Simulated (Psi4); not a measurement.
# One shape, several levels: InF3 (SMILES [F][In]([F])[F])

Wanted: a comparison of 5 runs (HF/STO-3G, HF/def2-SVPD, TPSS/STO-3G, PBE0/def2-SVP, MP2/def2-SVPD) of InF3. 

Program for the calculation: Psi4 1.11.

1 further run of the same task is left out (it didn't finish).

**1. The structure to begin with**

InF3: 4 atoms, total charge 0, spin state singlet. As SMILES, `[F][In]([F])[F]`. Geometry: relaxed at PBE0-D4/def2-TZVP.

Bond lengths: F1–In2 1.918 Å, In2–F3 1.918 Å, In2–F4 1.918 Å. Angles: F1–In2–F3 120.0°, F1–In2–F4 120.0°, F3–In2–F4 120.0°.

**2. A single-point energy at HF/STO-3G (run 1)**

The input, job.dat:

```
memory 1600 MB

molecule {
  0 1
  F     -2.46741540    -0.70959216     2.53185506
  In     0.02626719    -0.02853486    -0.00963760
  F      3.34122476    -1.46850617     0.27155364
  F     -0.79557470     2.09268271    -2.83213254
  units bohr
  symmetry c1
}

set {
  basis         STO-3G
  puream        true
  e_convergence 1e-09
  d_convergence 1e-08
  scf_type      pk
}

energy("scf")
```

Run with:

```
psi4 -i job.dat -o job.out -n 1
```

job.out:

```text
[...]
  Running in c1 symmetry.
[...]
  Nuclear repulsion =  403.654597554571808
[...]
  Multiplicity = 1
[...]
  Nalpha       = 38
  Nbeta        = 38
[...]
    Number of basis functions: 42
[...]
   @RHF iter   1: -5976.92567860389499   -3.79202e+00   8.37260e-03 DIIS/ADIIS
[...]
   @RHF iter   9: -5976.99249017431885   -2.63753e-11   3.72323e-09 DIIS
[...]
  @RHF Final Energy: -5976.99249017431885
   => Energetics <=
    Nuclear Repulsion Energy =            403.6545975545718079
    One-Electron Energy =               -9094.7787160830575885
    Two-Electron Energy =                2714.1316283541664234
    Total Energy =                      -5976.9924901743188457
[...]
 Multipole Moments:
 ------------------------------------------------------------------------------------
     Multipole            Electronic (a.u.)      Nuclear  (a.u.)        Total (a.u.)
 ------------------------------------------------------------------------------------
 L = 1.  Multiply by 2.5417464519 to convert [e a0] to [Debye]
 Dipole X            :          0.0006274           -0.0003404            0.0002870
 Dipole Y            :         -0.0002047            0.0001135           -0.0000913
 Dipole Z            :         -0.0002054            0.0001135           -0.0000919
 Magnitude           :                                                    0.0003149
[...]
```

Run time: 1.2 s. Hardware: 1 thread of Intel Xeon 6975P-C (Granite Rapids), shared host; peak memory 0.19 GiB.

**3. Energy and forces at HF/def2-SVPD (core potential) (run 2)**

The input, job.inp:

```
memory 1600 MB

molecule mol {
  F
  In 1 r2
  F 2 r3 1 a3
  F 2 r4 1 a4 3 d4

  r2 = 1.91833
  r3 = 1.918333
  a3 = 120.00177
  r4 = 1.918329
  a4 = 119.98929
  d4 = -179.99862
  symmetry c1
  no_reorient
  no_com
}

set puream true
set e_convergence 1e-09
set d_convergence 1e-08
set scf_type pk

energy_value, wavefunction = gradient('scf/def2-SVPD', return_wfn=True)
oeprop(wavefunction, 'LOWDIN_CHARGES', 'MAYER_INDICES', 'WIBERG_LOWDIN_INDICES')
print_variables()
```

Run with:

```
psi4 -i job.inp -o job.out -n 1
```

job.out:

```text
[...]
  Running in c1 symmetry.
[...]
  Nuclear repulsion =  195.109733837552568
[...]
  Multiplicity = 1
[...]
  Nalpha       = 24
  Nbeta        = 24
[...]
    Number of basis functions: 101
[...]
   @RHF iter   1:  -487.18540670356231   -1.98198e+00   7.16212e-03 ADIIS/DIIS
[...]
   @RHF iter  11:  -487.37323134143747   -2.61480e-12   3.09034e-09 DIIS
[...]
  @RHF Final Energy:  -487.37323134143747
   => Energetics <=
    Nuclear Repulsion Energy =            195.1097338375525680
    One-Electron Energy =               -1142.2491019412323112
    Two-Electron Energy =                 459.7661367622422972
    Total Energy =                       -487.3732313414374744
[...]
 Multipole Moments:
 ------------------------------------------------------------------------------------
     Multipole            Electronic (a.u.)      Nuclear  (a.u.)        Total (a.u.)
 ------------------------------------------------------------------------------------
 L = 1.  Multiply by 2.5417464519 to convert [e a0] to [Debye]
 Dipole X            :          0.0003262           -0.0002794            0.0000467
 Dipole Y            :         -0.0015070            0.0014344           -0.0000726
 Dipole Z            :          0.0022968           -0.0018032            0.0004936
 Magnitude           :                                                    0.0005011
[...]
  -Total Gradient:
     Atom            X                  Y                   Z
    ------   -----------------  -----------------  -----------------
       1       -0.000000309160     0.000010390992     0.002030929006
       2        0.000000883371    -0.000071656446     0.000070454685
       3       -0.000000308246     0.001968878609    -0.001044198838
       4       -0.000000265966    -0.001907613154    -0.001057184852
[...]
```

Run time: 6.3 s. Hardware: 1 thread of Intel Xeon 6975P-C (Granite Rapids), shared host; peak memory 0.39 GiB.

Runs 3 to 4 aren't shown in full; the table further down has their settings and results.

**4. A single-point energy at MP2/def2-SVPD (core potential) (run 5)**

The input, f3in.json:

```json
{
 "schema_name": "qcschema_input",
 "schema_version": 1,
 "molecule": {
  "schema_name": "qcschema_molecule",
  "schema_version": 2,
  "symbols": ["F", "In", "F", "F"],
  "geometry": [-2.4674154, -0.70959216, 2.53185506, 0.02626719, -0.02853486, -0.0096376, 3.34122476, -1.46850617, 0.27155364, -0.7955747, 2.09268271, -2.83213254],
  "molecular_charge": 0,
  "molecular_multiplicity": 1,
  "fix_symmetry": "c1"
 },
 "driver": "energy",
 "model": {
  "method": "mp2",
  "basis": "def2-SVPD"
 },
 "keywords": {
  "puream": true,
  "e_convergence": 1e-09,
  "d_convergence": 1e-08,
  "scf_type": "pk",
  "num_frozen_docc": 7,
  "mp2_type": "conv"
 }
}
```

Run with:

```
psi4 --qcschema f3in.json -n 1 --memory 1600MB
```

stdout:

```text
[...]
    !!!  WARNING: ECP capability is in beta. Please check occupations closely.  !!!
[...]
  Running in c1 symmetry.
[...]
  Nuclear repulsion =  195.109742953161657
[...]
  Multiplicity = 1
[...]
  Nalpha       = 24
  Nbeta        = 24
[...]
    Number of basis functions: 101
[...]
   @RHF iter   1:  -487.18507543980917   -1.98692e+00   7.17053e-03 DIIS/ADIIS
[...]
   @RHF iter  11:  -487.37324018022917   -2.10321e-12   3.02443e-09 DIIS
[...]
  @RHF Final Energy:  -487.37324018022917
   => Energetics <=
    Nuclear Repulsion Energy =            195.1097429531616569
    One-Electron Energy =               -1142.2487751494606982
    Two-Electron Energy =                 459.7657920160698382
    Total Energy =                       -487.3732401802291747
[...]
 Multipole Moments:
 ------------------------------------------------------------------------------------
     Multipole            Electronic (a.u.)      Nuclear  (a.u.)        Total (a.u.)
 ------------------------------------------------------------------------------------
 L = 1.  Multiply by 2.5417464519 to convert [e a0] to [Debye]
 Dipole X            :          0.0024683           -0.0020947            0.0003736
 Dipole Y            :         -0.0006642            0.0006982            0.0000340
 Dipole Z            :         -0.0010641            0.0006982           -0.0003658
 Magnitude           :                                                    0.0005240
[...]
	SCS-MP2 Total Energy (a.u.)        :  -488.03510725951708
	SOS-MP2 Total Energy (a.u.)        :  -488.01933108726240
	SCSN-MP2 Total Energy (a.u.)       :  -487.71895067659017
[...]
	SOS-PI-MP2 Total Energy (a.u.)     :  -488.06903038780342
[...]
	MP2 Total Energy (a.u.)            :  -488.06665960402626
[...]
```

The result, in JSON:

```text
{
 "driver": "energy",
 "model": {
  "method": "mp2",
  "basis": "def2-SVPD"
 },
 "success": true,
 "return_result": -488.06665960402626,
 "properties": {
  "calcinfo_nbasis": 101,
  "calcinfo_nmo": 101,
  "calcinfo_nalpha": 24,
  "calcinfo_nbeta": 24,
  "calcinfo_natom": 4,
  "nuclear_repulsion_energy": 195.10974295316166,
  "return_energy": -488.06665960402626,
  "scf_one_electron_energy": -1142.2487751494607,
  "scf_two_electron_energy": 459.76579201606984,
  "scf_dipole_moment": [0.000373559440947524, 3.402118974760171e-05, -0.0003658419438791194],
  "scf_total_energy": -487.3732401802292,
  "scf_iterations": 11,
  "mp2_same_spin_correlation_energy": -0.19642641838693622,
  "mp2_opposite_spin_correlation_energy": -0.49699300541017155,
  "mp2_singles_energy": 0.0,
  "mp2_doubles_energy": -0.6934194237971077,
  "mp2_correlation_energy": -0.6934194237970814,
  "mp2_total_energy": -488.06665960402626
 }
}
```

It took 4.8 s on 1 thread of Intel Xeon 6975P-C (Granite Rapids), shared host; peak memory 0.63 GiB.

**5. All runs side by side**

```tsv
run	level	task	core potential	energy (Eh)	dipole moment (D)	HOMO energy (eV)	LUMO energy (eV)	wall time
1	HF/STO-3G	energy	none	-5976.992490	0.00	-8.75	6.45	1.2 s
2	HF/def2-SVPD (core potential)	gradient	def2	-487.373231	0.00	-16.41	-0.35	6.3 s
3	TPSS/STO-3G	gradient	none	-5979.834283	0.00	-1.86	2.28	8.7 s
4	PBE0/def2-SVP (core potential)	gradient	def2	-489.192027	0.00	-10.86	-3.23	6.9 s
5	MP2/def2-SVPD (core potential)	energy	def2	-488.066660	–	-16.41	-0.35	4.8 s
```

**6. Summary of results**

| quantity | value |
| --- | --- |
| run 5: total energy | -488.06666 Eh |
| run 5: HOMO energy (Hartree–Fock orbitals) | -16.41 eV |
| run 5: LUMO energy (Hartree–Fock orbitals) | -0.35 eV |
| run 5: HOMO–LUMO gap (Hartree–Fock orbitals) | 16.05 eV |
| run 5: correlation energy (7 core orbitals frozen) | -693.4 mEh |

What this shows: Over runs 1, 2, 3, 4 the HOMO–LUMO gap runs from 4.14 eV (TPSS/STO-3G) to 16.05 eV (HF/def2-SVPD). The two ends differ in method and basis and core potential. Totals of different functionals can't be ranked against each other. Some runs of one species differ in core potentials or relativity; totals across that change don't compare. In runs 1, 3 the basis is minimal, so the values are rough. In runs 1, 3 relativity is left out where basis or elements ask for it. All runs together took 28 s, the longest 8.7 s.
